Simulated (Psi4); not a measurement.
**CCSD/aug-cc-pVTZ run of GeSe (Germanium monoselenide)**

What is the energy change on altering one bond length of GeSe (Germanium monoselenide) at CCSD/aug-cc-pVTZ? 

Program for the calculation: Psi4 1.11.

2 further runs of the same task are left out: 2 set aside as unsound or not needed.

## (1) Starting point

The species is GeSe (2 atoms), meant as a singlet with charge 0. As SMILES, `[Ge-]#[Se+]`. The bond length is the measured one.

Bond lengths: Ge1–Se2 2.135 Å.

## (2) The energy at CCSD/aug-cc-pVTZ

Input file calc.py:

```python
import psi4

psi4.set_memory('1600 MB')
psi4.set_num_threads(1)
psi4.core.set_output_file('psi4.out', False)

mol = psi4.geometry("""
0 1
Ge     0.00000000     0.00000000     0.00000000
Se     0.00000000     0.00000000     4.03386419
units au
symmetry c1
no_reorient
no_com
""")

options = {'puream': True, 'e_convergence': 1e-09, 'd_convergence': 1e-08, 'scf_type': 'pk', 'num_frozen_docc': 18}
psi4.set_options(options)

E = psi4.energy("ccsd/aug-cc-pVTZ")
print(f'total energy {E:.8f} hartree = {E * 27.211386:.5f} eV')
for k, v in sorted(psi4.core.scalar_variables().items()):
    print(f'{k:45s} {v:18.10f}')
```

Command:

```bash
$ python calc.py
```

psi4.out:

```text
[...]
  Running in c1 symmetry.
[...]
  Nuclear repulsion =  269.716566734488879
[...]
  Multiplicity = 1
[...]
  Nalpha       = 33
  Nbeta        = 33
[...]
    Number of basis functions: 118
[...]
   @RHF iter   1: -4474.27513479230856   -6.27209e+00   1.87805e-02 ADIIS/DIIS
[...]
   @RHF iter  11: -4475.33580251240619   -6.09361e-11   8.58320e-09 DIIS
[...]
    Orbital Energies [Eh]
    ---------------------
    Doubly Occupied:
       1A   -460.817343     2A   -405.280215     3A    -60.619785
       4A    -54.220054     5A    -54.220054     6A    -54.219818
       7A    -52.185816     8A    -46.272322     9A    -46.272322
      10A    -46.270507    11A     -8.884179    12A     -7.228309
      13A     -6.615187    14A     -6.614490    15A     -6.614490
      16A     -5.201350    17A     -5.201350    18A     -5.195868
      19A     -2.603436    20A     -2.602526    21A     -2.602526
      22A     -2.602350    23A     -2.602350    24A     -1.678081
      25A     -1.678081    26A     -1.670695    27A     -1.670695
      28A     -1.670136    29A     -0.889600    30A     -0.578930
      31A     -0.369396    32A     -0.356830    33A     -0.356830
[...]
  @RHF Final Energy: -4475.33580251240619
   => Energetics <=
    Nuclear Repulsion Energy =            269.7165667344888789
    One-Electron Energy =               -6778.3728958080755547
    Two-Electron Energy =                2033.3205265611804862
    Total Energy =                      -4475.3358025124061896
[...]
 Multipole Moments:
 ------------------------------------------------------------------------------------
     Multipole            Electronic (a.u.)      Nuclear  (a.u.)        Total (a.u.)
 ------------------------------------------------------------------------------------
 L = 1.  Multiply by 2.5417464519 to convert [e a0] to [Debye]
 Dipole X            :          0.0000000            0.0000000            0.0000000
 Dipole Y            :          0.0000000            0.0000000            0.0000000
 Dipole Z            :       -138.1297251          137.1513825           -0.9783426
 Magnitude           :                                                    0.9783426
[...]
      * MP2 total energy                      = -4475.718348245205561
[...]
      * CCSD total energy                     = -4475.726991571777944
```

Standard output:

```text
total energy -4475.72699157 hartree = -121790.73480 eV
CC D1 DIAGNOSTIC                                    0.0556000099
CC D2 DIAGNOSTIC                                    0.1859950025
CC NEW D1 DIAGNOSTIC                                0.0556000099
CC T1 DIAGNOSTIC                                    0.0165237439
CCSD CORRELATION ENERGY                            -0.3911890594
CCSD DOUBLES ENERGY                                -0.3911890594
CCSD ITERATIONS                                    17.0000000000
CCSD OPPOSITE-SPIN CORRELATION ENERGY              -0.2858371573
CCSD SAME-SPIN CORRELATION ENERGY                  -0.1053519021
CCSD SINGLES ENERGY                                 0.0000000000
CCSD TOTAL ENERGY                               -4475.7269915718
CURRENT CORRELATION ENERGY                         -0.3911890594
CURRENT ENERGY                                  -4475.7269915718
CURRENT REFERENCE ENERGY                        -4475.3358025124
DD SOLVATION ENERGY                                 0.0000000000
HF KINETIC ENERGY                                4475.3186995878
HF POTENTIAL ENERGY                             -8950.6545021002
HF TOTAL ENERGY                                 -4475.3358025124
HF VIRIAL RATIO                                     2.0000038216
MP2 CORRELATION ENERGY                             -0.3825457328
MP2 DOUBLES ENERGY                                 -0.3825457328
MP2 OPPOSITE-SPIN CORRELATION ENERGY               -0.2678349856
MP2 SAME-SPIN CORRELATION ENERGY                   -0.1147107472
MP2 SINGLES ENERGY                                 -0.0000000000
MP2 TOTAL ENERGY                                -4475.7183482452
NUCLEAR REPULSION ENERGY                          269.7165667345
ONE-ELECTRON ENERGY                             -6778.3728958081
PCM POLARIZATION ENERGY                             0.0000000000
PE ENERGY                                           0.0000000000
SCF ITERATION ENERGY                            -4475.3358025124
SCF ITERATIONS                                     11.0000000000
SCF TOTAL ENERGY                                -4475.3358025124
TWO-ELECTRON ENERGY                              2033.3205265612
```

Run time: 84 s. Hardware: 1 thread of AMD EPYC 9B45 (Zen 5), shared host; peak memory 1.4 GiB.

## (3) The distorted shape

Input file calc.dat:

```
memory 1600 MB

molecule molecule1 {
  0 1
  Ge     0.000000     0.000000    -0.320171
  Se     0.000000     0.000000     2.134629
  symmetry c1
}

set basis aug-cc-pVTZ
set reference rhf
set puream true
set e_convergence 1e-09
set d_convergence 1e-08
set scf_type pk
set num_frozen_docc 18

E = energy("ccsd")
print_variables()
```

Command:

```bash
$ psi4 -i calc.dat -o calc.out -n 1
```

calc.out:

```text
[...]
  Running in c1 symmetry.
[...]
  Nuclear repulsion =  234.538375920221654
[...]
  Multiplicity = 1
[...]
  Nalpha       = 33
  Nbeta        = 33
[...]
    Number of basis functions: 118
[...]
   @RHF iter   1: -4474.25212556554015   -6.70250e+00   1.85472e-02 ADIIS/DIIS
[...]
   @RHF iter  12: -4475.29991490517568   -2.72848e-11   5.28131e-09 DIIS
[...]
    Orbital Energies [Eh]
    ---------------------
    Doubly Occupied:
       1A   -460.811066     2A   -405.317669     3A    -60.611358
       4A    -54.211876     5A    -54.211569     6A    -54.211569
       7A    -52.221012     8A    -46.307487     9A    -46.307487
      10A    -46.305827    11A     -8.873640    12A     -7.261642
      13A     -6.604873    14A     -6.603221    15A     -6.603221
      16A     -5.234497    17A     -5.234497    18A     -5.227464
      19A     -2.593653    20A     -2.592546    21A     -2.592546
      22A     -2.590264    23A     -2.590264    24A     -1.711450
      25A     -1.711450    26A     -1.703049    27A     -1.703049
      28A     -1.700801    29A     -0.835721    30A     -0.597296
      31A     -0.358874    32A     -0.323292    33A     -0.323292
[...]
  @RHF Final Energy: -4475.29991490517568
   => Energetics <=
    Nuclear Repulsion Energy =            234.5383759202216538
    One-Electron Energy =               -6707.5015376509345515
    Two-Electron Energy =                1997.6632468255374988
    Total Energy =                      -4475.2999149051756831
[...]
 Multipole Moments:
 ------------------------------------------------------------------------------------
     Multipole            Electronic (a.u.)      Nuclear  (a.u.)        Total (a.u.)
 ------------------------------------------------------------------------------------
 L = 1.  Multiply by 2.5417464519 to convert [e a0] to [Debye]
 Dipole X            :          0.0000000            0.0000000            0.0000000
 Dipole Y            :         -0.0000000            0.0000000           -0.0000000
 Dipole Z            :         -0.3935166           -1.3270592           -1.7205758
 Magnitude           :                                                    1.7205758
[...]
      * MP2 total energy                      = -4475.689203058440398
[...]
      * CCSD total energy                     = -4475.695917962803833
[...]
```

It took 86 s on 1 thread of AMD EPYC 9B45 (Zen 5), shared host; peak memory 1.4 GiB.

## (4) Outcome

Level: CCSD/aug-cc-pVTZ, 18 core orbitals frozen.

| quantity | value |
| --- | --- |
| first shape: total energy | -4475.72699 Eh |
| first shape: HOMO energy (Hartree–Fock orbitals) | -9.71 eV |
| first shape: LUMO energy (Hartree–Fock orbitals) | 0.15 eV |
| first shape: HOMO–LUMO gap (Hartree–Fock orbitals) | 9.86 eV |
| first shape: correlation energy (18 core orbitals frozen) | -391.2 mEh |
| first shape: T1 diagnostic | 0.017 |
| distorted shape: total energy | -4475.69592 Eh |
| distorted shape: HOMO energy (Hartree–Fock orbitals) | -8.80 eV |
| distorted shape: LUMO energy (Hartree–Fock orbitals) | -0.56 eV |
| distorted shape: HOMO–LUMO gap (Hartree–Fock orbitals) | 8.24 eV |
| distorted shape: correlation energy (18 core orbitals frozen) | -396.0 mEh |
| distorted shape: T1 diagnostic | 0.028 |
| energy change with the Ge1–Se2 bond stretched from 2.135 to 2.455 Å | 0.846 eV |

With the Ge1–Se2 bond stretched from 2.135 to 2.455 Å the energy rises by 0.85 eV (81.6 kJ/mol). The first shape isn't relaxed at this level, so the change isn't measured from a minimum. The T1 diagnostic (distorted shape) of 0.028 is above the customary mark for such species, so a single reference may not serve.
